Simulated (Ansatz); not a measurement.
# CdF2: the cost of one run

Method: DFT PBE+D3(BJ), scalar-relativistic, plane waves, PAW, in Ansatz 0.2.0.

1 further run of the same task is left out (set aside as unsound or not needed).

## (1) Starting point

Symmetry: Fm-3m, No. 225, cubic system. Conventional cell: a = 5.444 Å, b = 5.444 Å, c = 5.444 Å, α = 90.00°, β = 90.00°, γ = 90.00°. Around Cd (site symmetry m-3m) lie 8 F at 2.36 Å. Around F (site symmetry -43m) lie 4 Cd at 2.36 Å.

Coordinates:

```cif
data_structure
_symmetry_space_group_name_H-M 'P 1'
_symmetry_Int_Tables_number 1
_cell_length_a 3.8498
_cell_length_b 3.8498
_cell_length_c 3.8498
_cell_angle_alpha 60.000
_cell_angle_beta 60.000
_cell_angle_gamma 60.000
_cell_volume 40.35
loop_
_atom_site_label
_atom_site_type_symbol
_atom_site_fract_x
_atom_site_fract_y
_atom_site_fract_z
_atom_site_occupancy
Cd1 Cd 0.00000 0.00000 0.00000 1
F1 F 0.25000 0.25000 0.25000 1
F2 F 0.75000 0.75000 0.75000 1
```

It is the result of an earlier relaxation at this level (volume 13.45 Å³/atom; gap on the mesh: 2.99 eV).

## (2) Electronic structure at the relaxed geometry

input.yaml reads:

```yaml
crystal:
  lattice:
    - [0.0, 2.7222408727, 2.7222408727]
    - [2.7222408727, 0.0, 2.7222408727]
    - [2.7222408727, 2.7222408727, 0.0]
  atoms:
    - { symbol: Cd, position: [0.0, 0.0, 0.0] }
    - { symbol: F, position: [0.25, 0.25, 0.25] }
    - { symbol: F, position: [0.75, 0.75, 0.75] }
basis:
  ecutwfc: 420
kpoints:
  mp_grid: { grid: [8, 8, 8] }
  band_path:
    path:
      - [[0.0, 0.0, 0.0], [0.5, 0.0, 0.5], [0.625, 0.25, 0.625]]
      - [[0.375, 0.375, 0.75], [0.0, 0.0, 0.0], [0.5, 0.5, 0.5], [0.5, 0.25, 0.75], [0.5, 0.0, 0.5]]
    npoints: 14
hamiltonian:
  xc: pbe
  dispersion: d3bj
scf:
  occupations: { method: gaussian, width: 0.02 }
  n_extra_bands: 7
output:
  forces: true
  stress: true
  eigenvalues: true
  populations: true
  dos: { projected: true, de: 0.02, nscf_kmesh: { grid: [12, 12, 12] } }
  bader: true
  write_density: true
  write_potential: true
  elf: true
  volumetric_format: npy
```

Launch:

```
ansatz run input.yaml --threads 1 --pin off --max-ram 2560MiB --backend cpu --events-out ev --progress --plain --runs-dir out
```

Q: Estimate wall time and peak memory on 1 thread of AMD EPYC 9R45 (Zen 5), shared host.

About 15 s, with a peak of 0.38 GiB.
